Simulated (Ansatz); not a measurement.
# YCl₃: basis-set convergence

An exercise on one series of results from a longer session: the logs are not shown, and one member is left open.

Method: one geometry, several basis sets; program: Ansatz 0.2.0, Gaussian basis.

The runs, in order: PBE0-D4/def2-SVP; ωB97M-V/def2-SVP; PBE0-D4/def2-QZVPP; ωB97M-V/def2-QZVPP; the functionals' def2-TZVPP values are taken from earlier runs.

## The geometry

All runs share one geometry, relaxed beforehand with PBE0-D4 in a triple-zeta def2 set. Y takes the def2 core potential; no spin-orbit term is included.

SMILES `[Cl][Y]([Cl])[Cl]`, 4 atoms, charge 0, spin multiplicity 1.

Atoms are counted from 1 here; the program's logs count them from 0.

Bond lengths: Cl1–Y2 2.434 Å, Y2–Cl3 2.434 Å, Y2–Cl4 2.434 Å. Angles: Cl1–Y2–Cl3 120.0°, Cl1–Y2–Cl4 120.0°, Cl3–Y2–Cl4 120.0°.

The first run:

File in.yaml:

```yaml
crystal:
  periodic: [false, false, false]
  atoms:
    - {symbol: Cl, position_ang: [-1.744804, -0.674335, 1.543306]}
    - {symbol: Y, position_ang: [0.013719, -0.015064, -0.004859]}
    - {symbol: Cl, position_ang: [2.281342, -0.843519, 0.304115]}
    - {symbol: Cl, position_ang: [-0.494757, 1.472618, -1.862862]}
basis:
  gaussian: {orbitals: def2-SVP}
hamiltonian: {xc: pbe0, dispersion: d4}
output: {orbitals: {seedname: orbitals}}
```

On the command line:

```console
$ ansatz run in.yaml --threads 2 --pin off --events-out ev --progress --plain --max-ram 32768MiB --backend cpu
```

Steps of the session up to this table: PBE0-D4 in def2-SVP; ωB97M-V in def2-SVP; PBE0-D4 in def2-QZVPP; ωB97M-V in def2-QZVPP.

One of the session's tables, all rows but one given; the rest of the session is left out.

It belongs to the step «Density functionals: the series». 

| functional | basis | HOMO (eV) | LUMO (eV) |
| --- | --- | --- | --- |
| PBE0-D4 | def2-SVP | -9.05 | -2.90 |
| PBE0-D4 | def2-TZVPP | ? | ? |
| PBE0-D4 | def2-QZVPP | -9.14 | -2.85 |
| ωB97M-V | def2-SVP | -11.23 | -1.34 |
| ωB97M-V | def2-TZVPP | -11.36 | -1.36 |
| ωB97M-V | def2-QZVPP | -11.39 | -1.36 |

Q: Estimate the row for PBE0-D4, def2-TZVPP from the others.

**Answer.** HOMO (eV): -9.12; LUMO (eV): -2.86. In the column «HOMO (eV)» it lies between PBE0-D4, def2-QZVPP (-9.14) and PBE0-D4, def2-SVP (-9.05).
